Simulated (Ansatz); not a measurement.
Co, space group P-3m1, a test of the smearing width

Program: the Python package of Ansatz (0.2.0).

The script reads `co.vasp`:
```text
Co
1.0
   2.48736487    0.00000000    0.00000000
  -1.24368244    2.15412117    0.00000000
   0.00000000    0.00000000    4.06328950
Co
2
Direct
   0.66666667    0.33333333    0.25986100
   0.33333333    0.66666667    0.74013900
```

The cells in order, each with its output:

```python
import warnings

import ansatz
from ase.io import read
import pandas as pd
```

```python
warnings.simplefilter('ignore', ansatz.DeckWarning)
```

```python
atoms = read('co.vasp', format='vasp')
structure = ansatz.Crystal.from_ase(atoms).moments(Co=3.2)
```

```python
model = (
    structure.calculation()
    .functional(ansatz.Functional.LDA)
    .pseudopotentials('paw')
    .basis(470)
    .kpoints(14, 14, 8)  # sampling of the Brillouin zone
    .spin(ansatz.SpinTreatment.COLLINEAR)
)
```

```python
rows = []
for value in [0.25, 0.15, 0.1, 0.05, 0.025]:
    data = model.occupations('fermi_dirac', width=value).run(threads=1).report
    rows.append((value, data['free_energy_ev'] / len(data['lattice']['sites']), data['n_iterations'], data['magnetization_mub'], data['n_kpoints']))

table = pd.DataFrame(rows, columns=['width (eV)', 'F/atom (eV)', 'iterations', 'moment (muB)', 'k-points'])
table.round(5)
```

       width (eV)  F/atom (eV)  iterations  moment (muB)  k-points
    0       0.250  -5062.82641          10       2.71200       168
    1       0.150  -5062.74050          10       3.07224       168
    2       0.100  -5062.71891          10       3.12162       168
    3       0.050  -5062.70729          10       3.10354       168
    4       0.025  -5062.70443          11       3.08723       168

```python
# differences from the last row
for row in rows[:-1]:
    shift = 1000 * (row[1] - rows[-1][1])
    print(f'{row[0]}: {shift:+.2f} meV/atom' + ('  (within 5 meV)' if abs(shift) < 5 else ''))
```

    0.25: -121.97 meV/atom
    0.15: -36.06 meV/atom
    0.1: -14.48 meV/atom
    0.05: -2.85 meV/atom  (within 5 meV)

Going from 0.025 to 0.25 eV changes F by -122.0 meV an atom. The report's estimate for zero width moves by +26.4 meV, so the entropy term explains only part of the change.

Caveats:
- The magnetic order follows from the starting moments and needn't be the lowest.
- The overall sign of a collinear moment is arbitrary, and semilocal functionals can give small moments to compounds that are paramagnetic.
- A Fermi-Dirac width this large means warm electrons, whose thermal share enters the free energy.
- The narrowest width needs the finest mesh, so the last row is no converged reference.
- This isn't the structure that Co takes at ambient conditions.
- Hardware and time: 83 s on 1 thread of Arm Neoverse V1 (shared host), peak memory 0.59 GiB.
